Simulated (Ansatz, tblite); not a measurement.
# SiHMe2(OSiMe3) (C5H16OSi2): one state, many levels

An exercise on one series of results from a longer session: the logs are not shown, and one member is left open.

The runs use Ansatz 0.2.0, Gaussian basis; as each input shows.

Plan: GFN1-xTB, GFN2-xTB, PBE-D4/def2-TZVP, r2SCAN-D4/def2-TZVP, PBE-QIDH/def2-TZVP, LC-ωPBE/def2-TZVP, revPBE-D4/def2-TZVP, LC-ωPBE(0.10)/def2-SVP, LC-ωPBE(0.15)/def2-SVP, LC-ωPBE(0.20)/def2-SVP, LC-ωPBE(0.30)/def2-SVP, PBE-D4/def2-SVP, PBE0-D4/def2-SVP, HF/STO-3G, PBE0-D4/def2-TZVPD, PBE-D4/def2-TZVPD, PBE-QIDH/def2-TZVPD, CCSD(T)/def2-SVP, MP2/def2-TZVP, RPA/def2-TZVP.

2 further runs of the same task are left out: 2 set aside as unsound or not needed.

### The geometry

The geometry is that of the singlet, from an earlier relaxation (r2SCAN-D4/def2-SVP).

24 atoms, charge 0, spin multiplicity 1.

Bond lengths: Si1–H2 1.503 Å, Si1–C3 1.870 Å, Si1–C7 1.874 Å, Si1–O11 1.665 Å, C3–H4 1.102 Å, C3–H5 1.103 Å, C3–H6 1.102 Å, C7–H8 1.103 Å, C7–H9 1.102 Å, C7–H10 1.103 Å, O11–Si12 1.674 Å, Si12–C13 1.876 Å, Si12–C14 1.871 Å, Si12–C15 1.878 Å, C13–H16 1.103 Å, C13–H17 1.103 Å, C13–H18 1.103 Å, C14–H19 1.102 Å and more. Angles: H2–Si1–C3 109.7°, H2–Si1–C7 109.0°, H2–Si1–O11 109.2°, C3–Si1–C7 111.1°, C3–Si1–O11 108.0°, C7–Si1–O11 109.7°, Si1–C3–H4 111.4°, Si1–C3–H5 110.5°, Si1–C3–H6 111.0°, H4–C3–H5 108.0°, H4–C3–H6 108.0°, H5–C3–H6 107.8°, Si1–C7–H8 111.2°, Si1–C7–H9 111.4°, Si1–C7–H10 110.6°, H8–C7–H9 107.7°, H8–C7–H10 107.9°, H9–C7–H10 107.8° and more.

PBE0-D4/def2-TZVP was run before; its log isn't repeated, and its numbers join the tables.

The first run:

Tight binding, by tblite at 300 K electronic temperature and without a spin-polarisation term:

```python
tblite.interface.Calculator('GFN1-xTB', numbers, positions, charge=0, uhf=0).singlepoint()
```

Tight binding, by tblite at 300 K electronic temperature and without a spin-polarisation term:

```python
tblite.interface.Calculator('GFN2-xTB', numbers, positions, charge=0, uhf=0).singlepoint()
```

start.molden holds the orbitals of an earlier run on this state, given as this run's starting guess.

File in.yaml:

```yaml
crystal:
  periodic: [false, false, false]
  atoms:
    - {symbol: Si, position_ang: [1.117460, 1.369915, -0.285835]}
    - {symbol: H, position_ang: [1.548896, 1.568645, 1.140008]}
    - {symbol: C, position_ang: [2.617079, 1.353614, -1.402064]}
    - {symbol: H, position_ang: [3.170928, 2.304904, -1.345268]}
    - {symbol: H, position_ang: [2.316377, 1.195788, -2.451092]}
    - {symbol: H, position_ang: [3.307589, 0.541321, -1.124159]}
    - {symbol: C, position_ang: [-0.065352, 2.742895, -0.764010]}
    - {symbol: H, position_ang: [0.422456, 3.729881, -0.702560]}
    - {symbol: H, position_ang: [-0.946616, 2.763101, -0.102209]}
    - {symbol: H, position_ang: [-0.423385, 2.605098, -1.798026]}
    - {symbol: O, position_ang: [0.354324, -0.103113, -0.425650]}
    - {symbol: Si, position_ang: [-0.653914, -1.147708, 0.407404]}
    - {symbol: C, position_ang: [0.315500, -1.938105, 1.805001]}
    - {symbol: C, position_ang: [-1.230135, -2.438998, -0.817778]}
    - {symbol: C, position_ang: [-2.110786, -0.179054, 1.091312]}
    - {symbol: H, position_ang: [-0.301499, -2.656007, 2.370697]}
    - {symbol: H, position_ang: [0.680259, -1.178189, 2.515773]}
    - {symbol: H, position_ang: [1.192871, -2.481594, 1.417218]}
    - {symbol: H, position_ang: [-0.371699, -2.978119, -1.250555]}
    - {symbol: H, position_ang: [-1.891159, -3.182268, -0.342350]}
    - {symbol: H, position_ang: [-1.785835, -1.974572, -1.648581]}
    - {symbol: H, position_ang: [-1.777952, 0.593839, 1.804702]}
    - {symbol: H, position_ang: [-2.667266, 0.325273, 0.283909]}
    - {symbol: H, position_ang: [-2.818132, -0.836495, 1.624122]}
basis:
  gaussian: {orbitals: def2-TZVP, initial_orbitals: start.molden}
hamiltonian: {xc: pbe, dispersion: d4}
scf: {omitted_lower_state_checks: [starts]}
output: {forces: true, orbitals: {seedname: orbitals}}
```

On the command line:

```
ansatz run in.yaml --threads 2 --pin off --events-out ev --progress --plain --max-ram 32768MiB --backend cuda --devices 0, --max-vram 18GiB
```

Among the steps run: PBE-D4/def2-TZVP; r2SCAN-D4/def2-TZVP; PBE-QIDH/def2-TZVP; LC-ωPBE/def2-TZVP; revPBE-D4/def2-TZVP; LC-ωPBE(0.10)/def2-SVP; LC-ωPBE(0.15)/def2-SVP; LC-ωPBE(0.20)/def2-SVP; LC-ωPBE(0.30)/def2-SVP; PBE-D4/def2-SVP; PBE0-D4/def2-SVP; HF/STO-3G; PBE0-D4/def2-TZVPD; PBE-D4/def2-TZVPD; PBE-QIDH/def2-TZVPD; CCSD(T)/def2-SVP; MP2/def2-TZVP; RPA/def2-TZVP.

One of the session's tables, all rows but one given; the rest of the session is left out.

```
             method  binding an atom (eV)
          HF/STO-3G                 3.809
        HF/def2-SVP                     ?
       HF/def2-TZVP                 3.067
    PBE-D4/def2-SVP                 4.054
   PBE-D4/def2-TZVP                 4.051
  PBE-D4/def2-TZVPD                 4.051
revPBE-D4/def2-TZVP                 3.975
r2SCAN-D4/def2-TZVP                 4.026
   PBE0-D4/def2-SVP                 4.023
  PBE0-D4/def2-TZVP                 4.017
 PBE0-D4/def2-TZVPD                 4.017
  LC-ωPBE/def2-TZVP                 3.999
       MP2/def2-SVP                 3.838
      MP2/def2-TZVP                 3.913
      CCSD/def2-SVP                 3.790
   CCSD(T)/def2-SVP                 3.819
```

**Question.** Estimate the row for HF/def2-SVP.

**Answer.** binding an atom (eV): 3.082. In the column «binding an atom (eV)» it lies between HF/def2-TZVP (3.067) and CCSD/def2-SVP (3.790).

Some runs used a GPU and others CPU threads alone, so the times don't compare the methods' cost.

To keep in mind: Free atoms were run apart at each level; binding is atoms less cluster, divided by the number of atoms, without zero-point or spin-orbit terms. The yardstick is in a double-zeta basis, so levels in larger sets aren't compared like for like. CCSD(T)/def2-SVP isn't at the basis-set limit; small misses against it rank nothing.
